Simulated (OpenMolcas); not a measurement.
# A workflow on C

Aim: a series of 9 runs (ROHF/def2-SVP, CASSCF(4,4)/def2-SVP, CASPT2(4,4)/def2-SVP, CASPT2[IPEA 0](4,4)/def2-SVP, SC-NEVPT2(4,4)/def2-SVP, PC-NEVPT2(4,4)/def2-SVP, MC-PDFT[tPBE](4,4)/def2-SVP, MC-PDFT[ftPBE](4,4)/def2-SVP, and more) of C. 

The calculation is run with OpenMolcas 26.06.

68 further runs of the same task are left out: 68 set aside as unsound or not needed.

### 1 The energy at ROHF/def2-SVP (run 1)

step1.inp

```
&GATEWAY
 BasLib=$CurrDir
 Coord
 1
 angstrom
 C        0.000000       0.000000       0.000000
 Basis=def2-SVP
 Group=NoSym

&SEWARD

&SCF
 UHF
 Spin=3
 PrOrbitals=1

&RASSCF
 FileOrb=$Project.UnaOrb
 Spin=3
 Nactel=2 0 0
 Inactive=2
 Ras2=2
 OutOrbitals=Canonical
 OrbListing=Few
```

The basis set def2-SVP is read from a file made from the Basis Set Exchange's data (not shown).

Launch:

```console
$ export MOLCAS_MEM=1860
$ pymolcas step1.inp > step1.log
```

Log:

```text
--- Start Module: gateway ---
[...]
--- Stop Module: gateway /rc=_RC_ALL_IS_WELL_ ---
[...]
      Basis functions           14
[...]
--- Start Module: scf ---
[...]
       Convergence after  20 Iterations
[...]
::    Total SCF energy                                -37.6452298613
[...]
      Total spin, S                                     1.0021931274
[...]
--- Stop Module: scf /rc=_RC_ALL_IS_WELL_ ---
--- Start Module: rasscf ---
[...]
      Number of active orbitals                  2
[...]
      Spin quantum number                      1.0
[...]
      Active orbitals                            2
[...]
      Number of CSFs                             1
[...]
      Number of root(s) required                 1
[...]
      Convergence after  7 iterations
[...]
      printout of CI-coefficients larger than  0.05 for root  1
      energy=     -37.641164
      conf/sym  11     Coeff  Weight
             1  uu   1.00000 1.00000
      Natural orbitals and occupation numbers for root  1
      sym 1:   1.000000   1.000000
      ************************************************************************************************************************
      *                                                    Final results                                                     *
[...]
::    RASSCF root number  1 Total energy:    -37.64116365
[...]
      Total electronic charge=    6.000000
      Total            charge=   -0.000000
[...]
      Dipole Moment (debye):
      Origin of the operator (angstrom)=    0.0000    0.0000    0.0000
                   X=  1.6706E-13               Y=  4.9067E-14               Z= -1.8177E-13           Total=  2.5171E-13
      Quadrupole Moment (debye*angstrom):
[...]
--- Stop Module: rasscf /rc=_RC_ALL_IS_WELL_ ---
[...]
```

Wall time 2.1 s (1 thread of Arm Neoverse V2, shared host); peak memory 0.37 GiB.

### 2 The C atom: a single-point energy at CASSCF(4,4)/def2-SVP (run 2)

step2.inp

```
&GATEWAY
  BasLib
  $CurrDir
  Coord
  1
  angstrom
  C        0.000000       0.000000       0.000000
  Basis
  def2-SVP
  Group
  NoSym

&SEWARD

&RASSCF
  FileOrb
  $CurrDir/step1.RasOrb
  Spin
  3
  Nactel
  4 0 0
  Inactive
  1
  Ras2
  4
  OrbListing
  Few
  OrbAppear
  Compact
```

The basis set def2-SVP is read from a file made from the Basis Set Exchange's data (not shown).

Launch:

```console
$ export MOLCAS_MEM=1860
$ pymolcas step2.inp > step2.log
```

Log:

```text
--- Start Module: gateway ---
[...]
--- Stop Module: gateway /rc=_RC_ALL_IS_WELL_ ---
--- Start Module: seward ---
[...]
      Basis functions           14
--- Stop Module: seward /rc=_RC_ALL_IS_WELL_ ---
--- Start Module: rasscf ---
[...]
      Number of active orbitals                  4
[...]
      Spin quantum number                      1.0
[...]
      Active orbitals                            4
[...]
      Number of CSFs                            15
[...]
      Number of root(s) required                 1
[...]
      Convergence after  8 iterations
[...]
      printout of CI-coefficients larger than  0.05 for root  1
      energy=     -37.660035
      conf/sym  1111     Coeff  Weight
             1  2uu0  -0.98803 0.97621
            15  0uu2   0.15424 0.02379
      Natural orbitals and occupation numbers for root  1
      sym 1:   1.952420   1.000000   1.000000   0.047580
      ************************************************************************************************************************
      *                                                    Final results                                                     *
[...]
::    RASSCF root number  1 Total energy:    -37.66003454
[...]
      Total electronic charge=    6.000000
      Total            charge=   -0.000000
[...]
      Dipole Moment (debye):
      Origin of the operator (angstrom)=    0.0000    0.0000    0.0000
                   X=  3.3912E-14               Y=  7.2900E-14               Z= -3.8340E-14           Total=  8.9075E-14
      Quadrupole Moment (debye*angstrom):
[...]
--- Stop Module: rasscf /rc=_RC_ALL_IS_WELL_ ---
[...]
```

It took 1.4 s on 1 thread of Arm Neoverse V2, shared host; peak memory 0.37 GiB.

Runs 3 to 8 aren't shown in full; the table further down has their settings and results.

### 3 The C atom: the energy at MRCI(4,4)/def2-SVP (run 9)

step9.inp

```
>>> EXPORT MOLCAS_PRINT=2
&GATEWAY
BasLib
$CurrDir
Coord
1
angstrom
C        0.000000       0.000000       0.000000
Basis
def2-SVP
Group
NoSym
&SEWARD
&RASSCF
FileOrb
$CurrDir/step2.RasOrb
Spin
3
Nactel
4 0 0
Inactive
1
Ras2
4
OrbListing
Few
OrbAppear
Compact
&MOTRA
LumOrb
Frozen
1
&GUGA
Electrons
4
Spin
3
Inactive
0
Active
4
CIAll
1
&MRCI
SDCI
```

The basis set def2-SVP is read from a file made from the Basis Set Exchange's data (not shown).

Run the same way, it converges to -37.71537 Eh (log not shown).

### 4 All runs side by side

| run | level | active rule | inactive | energy (Eh) | dipole moment (D) of the reference | wall time |
| --- | --- | --- | --- | --- | --- | --- |
| 1 | ROHF/def2-SVP | – | – | -37.641164 | 0.00 | 2.1 s |
| 2 | CASSCF(4,4)/def2-SVP | full valence | 1 | -37.660035 | 0.00 | 1.4 s |
| 3 | CASPT2(4,4)/def2-SVP | full valence | 1 | -37.704552 | 0.00 | 1.4 s |
| 4 | CASPT2[IPEA 0](4,4)/def2-SVP | full valence | 1 | -37.708875 | 0.00 | 1.4 s |
| 5 | SC-NEVPT2(4,4)/def2-SVP | full valence | 1 | -37.703074 | 0.00 | 1.5 s |
| 6 | PC-NEVPT2(4,4)/def2-SVP | full valence | 1 | -37.703142 | 0.00 | 1.5 s |
| 7 | MC-PDFT[tPBE](4,4)/def2-SVP | full valence | 1 | -37.751250 | 0.00 | 1.6 s |
| 8 | MC-PDFT[ftPBE](4,4)/def2-SVP | full valence | 1 | -37.762509 | 0.00 | 1.6 s |
| 9 | MRCI(4,4)/def2-SVP | full valence | 1 | -37.715373 | 0.00 | 1.5 s |

### 5 Results

| quantity | value |
| --- | --- |
| C atom, run 9: total energy | -37.71537 Eh |
| C atom, run 9: dipole moment (CASSCF density) | 0.00 D |

What this shows: Below the ROHF energy at the same shape and in the same basis (def2-SVP): CASSCF(4,4) -18.9 mEh; CASPT2(4,4) -63.4 mEh; CASPT2[IPEA 0](4,4) -67.7 mEh; SC-NEVPT2(4,4) -61.9 mEh; PC-NEVPT2(4,4) -62.0 mEh; MRCI(4,4) -74.2 mEh. Active-space methods hold only the correlation inside their space unless a perturbation or CI step follows. All runs together took 14 s, the longest 2.1 s.
